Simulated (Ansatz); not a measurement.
Working through a geometry optimisation of C₃H₉As, SMILES C[As](C)C

With Ansatz's Python interface.

Interactive session:
```pycon
>>> import ansatz as az
>>> import numpy as np
>>> mol = (
...     az.Crystal.molecule()
...     .atom("C", (-0.5298, 1.3528, -0.6855))
...     .atom("As", (0.6284, -0.1517, -0.9056))
...     .atom("C", (1.3515, 0.0276, 0.8989))
...     .atom("C", (-0.662, -1.4524, -0.3603))
...     .atom("H", (0.0175, 2.3269, -0.7505))
...     .atom("H", (-1.1215, 1.3632, 0.2676))
...     .atom("H", (-1.2863, 1.4032, -1.5244))
...     .atom("H", (0.6162, 0.177, 1.6561))
...     .atom("H", (1.9662, -0.8712, 1.2011))
...     .atom("H", (2.0634, 0.9057, 0.9689))
...     .atom("H", (-0.2581, -2.4402, -0.1432))
...     .atom("H", (-1.4585, -1.573, -1.1564))
...     .atom("H", (-1.3069, -1.1027, 0.5481))
... )
>>> calc = mol.calculation().basis(gaussian="def2-SVP").functional("PBE0")
>>> symbols = [site.symbol for site in mol.cartesian_sites]
>>> start = np.array([site.position_ang for site in mol.cartesian_sites], dtype=float)
>>> def progress(event):
...     if event["event"] == "relax_step":
...         row = event["data"]
...         print(f"step {row['step']:3d}  E = {row['lagrangian_ev']:.6f} eV  max force {row['allowed_force_max_ev_ang']:.4f} eV/A")
...
>>> summary = calc.relax(force_tolerance=0.02).session().plan().execute(on_event=progress).report
step   1  E = -64077.804982 eV  max force 3.1934 eV/A
step   2  E = -64078.057456 eV  max force 0.9256 eV/A
step   3  E = -64078.132884 eV  max force 0.3843 eV/A
step   4  E = -64078.142838 eV  max force 0.0427 eV/A
step   5  E = -64078.142991 eV  max force 0.0050 eV/A
>>> end = np.array(summary["positions_ang"])
>>> print(f"E = {summary['free_energy_ev']:.6f} eV = {summary['free_energy_ev'] / 27.211386246:.7f} Ha")
E = -64078.143017 eV = -2354.8283222 Ha
>>> print("converged:", summary["converged"], " doubts:", summary["published_state_doubts"] or "none")
converged: True  doubts: none
>>> print("bond        before    after (A)")
bond        before    after (A)
>>> for i, j in [(0, 1), (0, 4), (0, 5), (0, 6), (1, 2), (1, 3), (2, 7), (2, 8), (2, 9), (3, 10), (3, 11), (3, 12)]:
...     d0, d1 = (np.linalg.norm(xyz[i] - xyz[j]) for xyz in (start, end))
...     print(f"{symbols[i]}{i}-{symbols[j]}{j}".ljust(10), f"{d0:8.4f} {d1:8.4f}")
...
C0-As1       1.9114   1.9669
C0-H4        1.1192   1.1000
C0-H5        1.1219   1.1009
C0-H6        1.1307   1.1000
As1-C2       1.9522   1.9670
As1-C3       1.9116   1.9669
C2-H7        1.0660   1.1009
C2-H8        1.1301   1.1000
C2-H9        1.1326   1.1000
C3-H10       1.0890   1.1000
C3-H11       1.1326   1.1000
C3-H12       1.1676   1.1009
>>> with open("c3h9as_opt.xyz", "w") as handle:
...     handle.write(f"{len(symbols)}\nrelaxed C3H9As\n")
...     handle.writelines(f"{s:2s} {x:11.6f} {y:11.6f} {z:11.6f}\n" for s, (x, y, z) in zip(symbols, end))
...
18
```

File `c3h9as_opt.xyz` afterwards:
```text
13
relaxed C3H9As
C    -0.578967    1.431316   -0.714203
As    0.597762   -0.140828   -0.826084
C     1.414868    0.033701    0.954601
C    -0.749945   -1.491923   -0.349529
H     0.027526    2.346794   -0.778042
H    -1.154153    1.444795    0.224374
H    -1.277147    1.425498   -1.564234
H     0.656461    0.174469    1.740047
H     2.000650   -0.870279    1.177584
H     2.101060    0.893455    0.958465
H    -0.253770   -2.458849   -0.179613
H    -1.455591   -1.613449   -1.184598
H    -1.308655   -1.209500    0.556032
```

These settings explore the input space; basis and method may be short of convergence. The end point is the stationary point reached from this start; no frequency run checks that it is a minimum, and the basis set is modest. It ran for 56 s on 1 thread of AMD EPYC 7R43 64-Core Processor (Zen 3) (shared host), peak memory 0.37 GiB.

(Lines on the test bed's own set-up are left out of the output.)
